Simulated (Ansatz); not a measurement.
# ZrB2: the cost of one run

All numbers are computed with the Python package of Ansatz 0.2.0. Level of theory: DFT PBE, plane waves, PAW.

## Step 1: Starting point

Symmetry: P6/mmm, No. 191, hexagonal system. The conventional cell has a = 3.170 Å, b = 3.170 Å, c = 3.533 Å, α = 90.00°, β = 90.00°, γ = 120.00°. Around Zr (site symmetry 6/mmm) lie 12 B at 2.54 Å. B (site symmetry -6m2) has 3 B at 1.83 Å and 6 Zr at 2.54 Å in its first shell of neighbours.

No structure file is read: the coordinates are typed or built in the script.

## Step 2: Script

zrb2.py

```python
# -*- coding: utf-8 -*-
"""Stiffness tensor and moduli of ZrB2."""

from dataclasses import replace
import warnings

import ansatz as az
import numpy as np

warnings.simplefilter("ignore", az.DeckWarning)

cell = (
    az.Lattice.from_parameters(3.17, 3.17, 3.533, alpha=90.0, beta=90.0, gamma=120.0)
    .atom("Zr", (0.0, 0.0, 0.0))
    .atom("B", (1 / 3, 2 / 3, 0.5))
    .atom("B", (2 / 3, 1 / 3, 0.5))
)

setup = cell.calculation()
setup = setup.functional("PBE")
setup = setup.occupations(az.OccupationsMethod.FERMI_DIRAC, width=0.1).kpoints(18, 18, 14)
# relax, then strain
rest = setup.relax(cell=True).run().lattice
relaxed = az.Crystal(lattice=az.Lattice.of(rest.cell_ang))
for site in rest.sites:
    relaxed = relaxed.atom(site.symbol, site.position_frac)
setup = replace(setup, crystal=relaxed)
print("relaxed volume {:.3f} A^3".format(abs(np.linalg.det(rest.cell_ang))))
res = setup.elastic("relaxed-ion", amplitude=0.01).run()
elastic = res.elastic

print(np.array2string(np.round(elastic.c_gpa, 1) + 0.0, suppress_small=True))
print("Voigt stress of the unstrained cell (GPa, tension positive):", np.round(elastic.sigma0_gpa, 3) + 0.0)
print("smallest eigenvalue of C:", round(elastic.stability.min_eigenvalue_gpa, 1), "GPa; tensor positive definite:", elastic.stability.min_eigenvalue_gpa > 0)
# averaged moduli need a positive definite tensor
if elastic.stability.min_eigenvalue_gpa > 0:
    m = elastic.moduli
    anisotropy = 5 * m.g_voigt_gpa / m.g_reuss_gpa + m.k_voigt_gpa / m.k_reuss_gpa - 6
    print(f"Voigt K {m.k_voigt_gpa:.1f} G {m.g_voigt_gpa:.1f}; Reuss K {m.k_reuss_gpa:.1f} G {m.g_reuss_gpa:.1f}; universal anisotropy index {anisotropy:.3f}")
    S = np.linalg.inv(elastic.c_gpa)
    print("Young modulus along x, y, z (GPa):", np.round(1 / np.diag(S)[:3], 1))
    print("linear compressibility along x, y, z (1/TPa):", np.round(1000 * S[:3, :3].sum(axis=1), 2))
```

## Step 3: What the engine is handed

The package turns the script's settings into the engine's input (first run):

```yaml
crystal:
  lattice:
    a: 3.17
    b: 3.17
    c: 3.533
    alpha: 90.0
    beta: 90.0
    gamma: 120.0
  atoms:
    - { symbol: Zr, position: [0.0, 0.0, 0.0] }
    - { symbol: B, position: [0.3333333333333333, 0.6666666666666666, 0.5] }
    - { symbol: B, position: [0.6666666666666666, 0.3333333333333333, 0.5] }
kpoints:
  mp_grid:
    grid: [18, 18, 14]
hamiltonian:
  xc: pbe
scf:
  occupations:
    method: fermi_dirac
    width: 0.1
relax:
  cell: {}
```

## Step 4: Launch

The run is started by

```
> python zrb2.py
```

Q: Estimate wall time and peak memory on 1 thread of Arm Neoverse V1, shared host.

About 14 min, with a peak of 0.85 GiB.
